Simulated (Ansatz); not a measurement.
Sn3Se in Ansatz: the effect of target pressure

The system is Sn3Se.

```
Sn Se
1.0
     0.00000    3.73314    3.73314
     3.73314    0.00000    3.73314
     3.73314    3.73314    0.00000
Sn Se
3 1
Direct
  0.50000 0.50000 0.50000
  0.75000 0.75000 0.75000
  0.25000 0.25000 0.25000
  0.00000 0.00000 0.00000
```

The cell comes from a database or a generator and needn't be the stable form of this composition.

Alike in all runs:

```yaml
Program: Ansatz 0.2.0
Task: relaxation of cell and atoms
Functional: PBEsol
Potentials_or_basis: Ansatz PAW
Cutoff: "420 eV (not typed: the program's choice for these potentials)"
k_mesh: 6 × 6 × 6
Occupations: fermi-dirac, width 0.05 eV
Spin: no spin polarisation
```

Each run relaxes the cell or the atoms first.

```csv
target pressure,relaxed volume (Å³/atom)
0 GPa,24.43
2 GPa,?
5 GPa,22.75
10 GPa,21.54
20 GPa,19.87
30 GPa,18.71
```

Q: What does the run with target pressure 2 GPa give?

A: Relaxed volume 23.68 Å³/atom.

Worked out: In Murnaghan's law V^(-B') rises as a straight line in P. The other rows fit best with B' = 4.3, V0 = 24.43 Å³/atom and B0 = 60 GPa, which gives 23.68 Å³/atom at 2 GPa, against the run's 23.68.

Caveats: the plane-wave basis is chosen anew once the cell has moved, so the energies of steps on either side of that aren't comparable; the PAW data sets come from PBE, with cores solved anew for the run's functional, which leaves a small shift of forces and pressure; the volume moved by over 15 % at a fixed basis, so the end points are rough (some runs).
